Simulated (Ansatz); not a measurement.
# C2H9FN2Si: one species, many methods

Aim: compute C2H9FN2Si with functionals from several rungs and with coupled cluster. The yardstick is the atomisation energy at the CCSD(T) limit.

Program: Ansatz 0.2.0, Gaussian basis. Level of theory: functionals in def2-TZVPP, the program's frozen cores in correlated methods. These are calculated values, not measurements.

The runs, in order: PBE-D4, r2SCAN-D4, PBE0-D4, B3LYP-D4, ωB97X-V, ωB97M-V, B2PLYP; CCSD(T)/def2-TZVPP; MP2/def2-QZVPP; extrapolation to the limit.

## 1. The relaxed structure

An earlier PBE0-D4 in a triple-zeta def2 set relaxation fixed the geometry.

SMILES `CN(C)[SiH](N)F`, 15 atoms, charge 0, spin multiplicity 1.

Atoms are counted from 1 here; the program's logs count them from 0.

Bond lengths: C1–N2 1.443 Å, C1–H7 1.099 Å, C1–H8 1.097 Å, C1–H9 1.092 Å, N2–C3 1.444 Å, N2–Si4 1.697 Å, C3–H10 1.091 Å, C3–H11 1.098 Å, C3–H12 1.098 Å, Si4–N5 1.701 Å, Si4–F6 1.606 Å, Si4–H13 1.482 Å, N5–H14 1.006 Å, N5–H15 1.005 Å. Angles: N2–C1–H7 111.9°, N2–C1–H8 110.8°, N2–C1–H9 110.5°, H7–C1–H8 107.6°, H7–C1–H9 108.0°, H8–C1–H9 107.9°, C1–N2–C3 113.6°, C1–N2–Si4 122.2°, C3–N2–Si4 123.0°, N2–C3–H10 110.2°, N2–C3–H11 110.8°, N2–C3–H12 111.7°, H10–C3–H11 108.2°, H10–C3–H12 108.3°, H11–C3–H12 107.6°, N2–Si4–N5 109.3°, N2–Si4–F6 115.7°, N2–Si4–H13 105.9° and more.

## 2. PBE-D4 (GGA)

in.yaml reads:

```yaml
crystal:
  periodic: [false, false, false]
  atoms:
    - {symbol: C, position_ang: [0.884709, 1.120833, -1.202542]}
    - {symbol: N, position_ang: [0.250071, 0.122018, -0.377214]}
    - {symbol: C, position_ang: [0.423460, -1.226859, -0.863971]}
    - {symbol: Si, position_ang: [-0.850639, 0.528507, 0.848620]}
    - {symbol: N, position_ang: [-0.805224, -0.660471, 2.063539]}
    - {symbol: F, position_ang: [-2.398166, 0.543739, 0.418927]}
    - {symbol: H, position_ang: [0.485879, 1.120284, -2.226117]}
    - {symbol: H, position_ang: [1.965851, 0.943827, -1.267635]}
    - {symbol: H, position_ang: [0.732392, 2.116978, -0.782290]}
    - {symbol: H, position_ang: [-0.068517, -1.934972, -0.195950]}
    - {symbol: H, position_ang: [1.488335, -1.487820, -0.915693]}
    - {symbol: H, position_ang: [0.002177, -1.352254, -1.870576]}
    - {symbol: H, position_ang: [-0.546574, 1.931318, 1.217385]}
    - {symbol: H, position_ang: [-1.614907, -0.846907, 2.630642]}
    - {symbol: H, position_ang: [0.051172, -0.918220, 2.522886]}
basis:
  gaussian: {orbitals: def2-TZVPP}
hamiltonian: {xc: pbe, dispersion: d4}
output: {forces: true, orbitals: {seedname: orbitals}}
```

Command:

```sh
$ ansatz run in.yaml --threads 2 --pin off --events-out ev --progress --plain --max-ram 22528MiB --backend cuda --devices 0, --max-vram 18GiB
```

After this run come: r2SCAN-D4 (meta-GGA); PBE0-D4 (hybrid); B3LYP-D4 (hybrid); ωB97X-V (range-separated); ωB97M-V (range-separated); B2PLYP (double hybrid); CCSD(T) in def2-TZVPP; MP2 in def2-QZVPP.

Before running them: what should the planned runs give, taken together? Wanted: atomisation energy, CCSD(T)/CBS; farthest; mean size of error, hybrid; mean size of error, range-separated; gap, smallest and largest; T1 diagnostic; triples share of the correlation energy.

**Answer**, as computed:

| quantity | value |
| --- | --- |
| atomisation energy, CCSD(T)/CBS | 5683.1 kJ/mol |
| functionals within 28.4 kJ/mol (0.5 %) | r2SCAN-D4, PBE0-D4, B3LYP-D4, ωB97X-V, ωB97M-V |
| farthest | PBE-D4 (+80.0 kJ/mol) |
| mean size of error, hybrid | 11.4 kJ/mol |
| mean size of error, range-separated | 16.3 kJ/mol |
| gap, smallest and largest | 5.55 eV (PBE-D4), 11.98 eV (ωB97X-V) |
| T1 diagnostic | 0.0106 |
| triples share of the correlation energy | 3.5 % |

PBE-D4 misses by +80.0 kJ/mol. Double hybrids carry the basis error of their MP2 part in triple zeta, and no dispersion term here, so their miss is partly the set-up's. The reference freezes the cores and leaves out relativity and excitations past (T), so misses under about 28.4 kJ/mol can't be ranked. Hartree-Fock recovers 72 % of the binding; the rest is correlation. Orbital gaps span 5.6 to 12.0 eV; exact exchange widens them.
